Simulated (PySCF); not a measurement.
**A gas-phase reaction: C2H6Zn + H3N → CH5NZn + CH4**

Aim: the reaction energy of `[CH3][Zn][CH3]` + `N` → `[CH3][Zn][NH2]` + `C`.

Programs: PySCF 2.14.0. All values are calculated, for the isolated system unless a continuum is named. Atoms count from 0, parts from 1.

### Step 1. The system as given

Each species was relaxed by itself at PBE0-D3(BJ)/def2-SVPD.

### Step 2. Energies of the species: wB97M-D3(BJ)/def2-TZVPD

Job settings and geometry (Å):

```
{"job": {"kind": "react", "xc": "wB97M-D3(BJ)", "basis": "def2-TZVPD"}, "charge": 0, "multiplicity": 1}
-1 C2H6Zn charge 0 multiplicity 1
C      0.440490     1.738950    -0.746420
Zn     0.000640    -0.000210    -0.000110
C     -0.440450    -1.739040     0.746220
H      0.129560     2.559810    -0.080640
H     -0.054340     1.904330    -1.716740
H      1.523890     1.850170    -0.912720
H     -1.503880    -1.987960     0.601700
H      0.147000    -2.545580     0.279180
H     -0.242890    -1.780590     1.829290

-1 H3N charge 0 multiplicity 1
N      0.003720    -0.005230     0.284390
H     -0.578740    -0.740780    -0.104940
H     -0.350140     0.877110    -0.073560
H      0.936940    -0.129680    -0.097040

+1 CH5NZn charge 0 multiplicity 1
C     -1.331190    -0.567240    -0.771120
Zn     0.234310     0.104190     0.132840
N      1.709280     0.733200     0.989720
H     -1.080620    -1.424130    -1.415210
H     -2.096050    -0.907040    -0.056720
H     -1.790770     0.200640    -1.411380
H      2.620890     0.297200     0.965600
H      1.734190     1.563120     1.566260

+1 CH4 charge 0 multiplicity 1
C     -0.002060    -0.000520     0.001640
H     -0.684990    -0.843000    -0.163360
H     -0.411110     0.900100    -0.472640
H      0.111190     0.172810     1.078910
H      0.976690    -0.232030    -0.436340
```

Method: wB97M-D3(BJ)/def2-TZVPD reaction energy of separated species, gas phase.

On the command line:

```
> OMP_NUM_THREADS=1 python cluster_run.py task.json out
```

The driver reads the jobs from task.json and runs them one after another.

**Question.** The jobs that follow are: PBE0-D3(BJ)/def2-TZVPD reaction energy of separated species, gas phase; MP2/def2-TZVPD reaction energy of separated species, gas phase. Predict: reaction energy (wB97M-D3(BJ)/def2-TZVPD); ΔH, ΔG at 298 K (xTB thermal terms). Thermal terms come from harmonic xTB runs on each species.

The runs gave:

| quantity | value |
| --- | --- |
| reaction energy (wB97M-D3(BJ)/def2-TZVPD) | -8.57 kcal/mol |
| ΔH, ΔG at 298 K (xTB thermal terms) | -8.5, -8.9 kcal/mol |
| range of the reaction energy over the runs of this table | -10.21 to -8.06 kcal/mol |

The reaction is exothermic by 8.5 kcal/mol in the gas phase; dispersion gives +0.10, and xTB itself gave -16.66 for the electronic energy (xTB energies and thermal terms come from the earlier relaxation of each species, not shown). No barrier was sought. The reaction energy runs from -10.21 (MP2/def2-TZVPD) to -8.06 kcal/mol (PBE0-D3(BJ)/def2-TZVPD).
